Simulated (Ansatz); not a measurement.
# Ti: the cost of one run

Program: Ansatz 0.2.0. Level of theory: DFT PBEsol, scalar-relativistic, plane waves, PAW. These are calculated values, not measurements.

### 1 The starting structure

It takes space group Fm-3m (No. 225, cubic). The conventional cell has a = 4.060 Å, b = 4.060 Å, c = 4.060 Å, α = 90.00°, β = 90.00°, γ = 90.00°. Around Ti (site symmetry m-3m) lie 12 Ti at 2.87 Å.

Structure file:

```cif
data_structure
_symmetry_space_group_name_H-M 'P 1'
_symmetry_Int_Tables_number 1
_cell_length_a 2.8709
_cell_length_b 2.8709
_cell_length_c 2.8709
_cell_angle_alpha 60.000
_cell_angle_beta 60.000
_cell_angle_gamma 60.000
_cell_volume 16.73
loop_
_atom_site_label
_atom_site_type_symbol
_atom_site_fract_x
_atom_site_fract_y
_atom_site_fract_z
_atom_site_occupancy
Ti1 Ti 0.00000 0.00000 0.00000 1
```

No relaxation comes first: the listed cell is the starting point.

### 2 The reference cell

Reference values: F = -2473.8498 eV; pressure -0.28 GPa; largest force 0.000 eV/Å; gap on the mesh none (metal). It was computed beforehand with the settings of the runs below.

### 3 The scan: a two-dimensional strain map

The cell is strained by p along both x and y and by q along z, with fractional coordinates fixed.

### 4 At p = -0.050, q = -0.050

Input file input.yaml:

```yaml
crystal:
  lattice:
    - [0.0, 1.9285, 1.9285]
    - [1.9285, 0.0, 1.9285]
    - [1.9285, 1.9285, 0.0]
  atoms:
    - { symbol: Ti, position: [0.0, 0.0, 0.0] }
basis:
  ecutwfc: 420
kpoints:
  mp_grid: { grid: [20, 20, 20] }
hamiltonian:
  xc: pbesol
scf:
  occupations: { method: gaussian, width: 0.15 }
output:
  forces: true
  stress: true
  eigenvalues: true
  write_density: true
  write_potential: true
  elf: true
  volumetric_format: npy
```

On the command line:

```
> ansatz run input.yaml --threads 1 --pin off --max-ram 2560MiB --backend cpu --events-out ev --progress --plain --runs-dir out
```

**Question.** How long does this run take on 1 thread of Intel Xeon at 2.50GHz (Skylake/Cascade Lake), shared host, and how much memory does it need?

About 7.5 s, with a peak of 0.35 GiB.
